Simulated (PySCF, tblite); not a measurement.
**C₂H₁₁AlN₂Si: geometry, infrared bands and NMR shifts**

What infrared bands and NMR shifts should C₂H₁₁AlN₂Si (`CN[SiH2][N](C)[AlH2]`) show?

Programs: tblite 0.8.0 and PySCF 2.14.0, with density-fitted response routines of our own. Each step states its level of theory. These are calculated values for one molecule in the gas phase, unless marked as measured. Atoms count from 0, in the outputs and in this text.

## Step 1: The molecule as given

17 atoms, charge 0, multiplicity 1; geometry from: force field or distance geometry start.

Bonds of the start (Å): C0–N1 1.47, N1–Si2 1.76, Si2–N3 1.76, N3–C4 1.43, N3–Al5 1.88, C0–H6 1.11, C0–H7 1.10, C0–H8 1.11, N1–H9 1.06, Si2–H10 1.48, Si2–H11 1.48, C4–H12 1.12, C4–H13 1.12, C4–H14 1.10, Al5–H15 1.60, Al5–H16 1.62.

## Step 2: Relaxing the molecule with GFN2-xTB

What the job is given:

```
{"job": {"kind": "relax", "xc": "GFN2-xTB", "basis": "xTB"}, "charge": 0, "multiplicity": 1}
C      2.506200    -0.185600     0.514100
N      1.283400    -0.988900     0.380200
Si     0.246200    -0.270800    -0.850200
N     -1.376900     0.145400    -0.321100
C     -2.061400    -0.824600     0.484100
Al    -1.693600     1.946800     0.108700
H      3.182800    -0.334000    -0.350600
H      3.074000    -0.398600     1.430900
H      2.237400     0.890500     0.520700
H      1.612100    -1.934600     0.046800
H      0.892800     0.939700    -1.402700
H      0.173800    -1.252000    -1.959700
H     -3.162000    -0.760900     0.290400
H     -1.721600    -1.831100     0.129700
H     -1.936000    -0.686200     1.564400
H     -2.856800     2.680800    -0.713500
H     -0.407400     2.876100     0.416700
```

Started as:

```console
$ OMP_NUM_THREADS=1 python probes_run.py task.json out
```

One launch serves the whole session: the jobs run in the order shown.

**Question.** This job is followed by: GFN2-xTB harmonic vibrations, gas phase; GIAO PBE0/pcSseg-1 NMR shielding, non-relativistic, gas phase. What will the session give for the following? strongest single infrared mode (GFN2-xTB); zero-point energy (GFN2-xTB); ¹³C shifts against TMS (PBE0/pcSseg-1); ¹H shifts against TMS (PBE0/pcSseg-1, means over atoms taken as alike); ¹⁵N shifts against NH3 (PBE0/pcSseg-1); ²⁹Si shifts against TMS (PBE0/pcSseg-1); ²⁷Al shifts against AlH4- (PBE0/pcSseg-1).

As calculated:

| quantity | value |
| --- | --- |
| strongest single infrared mode (GFN2-xTB) | 862 cm⁻¹, 522 km/mol |
| zero-point energy (GFN2-xTB) | 78.0 kcal/mol |
| ¹³C shifts against TMS (PBE0/pcSseg-1) | 32.7, 29.5 ppm |
| ¹H shifts against TMS (PBE0/pcSseg-1, means over atoms taken as alike) | 5.14, 5.02, 2.99, 2.87, 0.08 ppm |
| ¹⁵N shifts against NH3 (PBE0/pcSseg-1) | 30.6, 26.8 ppm |
| ²⁹Si shifts against TMS (PBE0/pcSseg-1) | -47.6 ppm |
| ²⁷Al shifts against AlH4- (PBE0/pcSseg-1) | 149.0 ppm |

What this shows: Over 153 steps the energy fell by 1.063 eV; of the close pairs, N3–Al5 changed most, 1.879 to 1.800 Å. No mode is imaginary among the 45: a minimum at this level. The strongest single mode, at 862 cm⁻¹, is spread over many atoms; the largest shares are those of N3, Si2. Unscaled tight-binding wavenumbers are off by several per cent, some by more. Its intensities can rank the bands wrongly. At PBE0/pcSseg-1: The largest span, 136 ppm, is at Si2, where the paramagnetic term is -485 ppm.
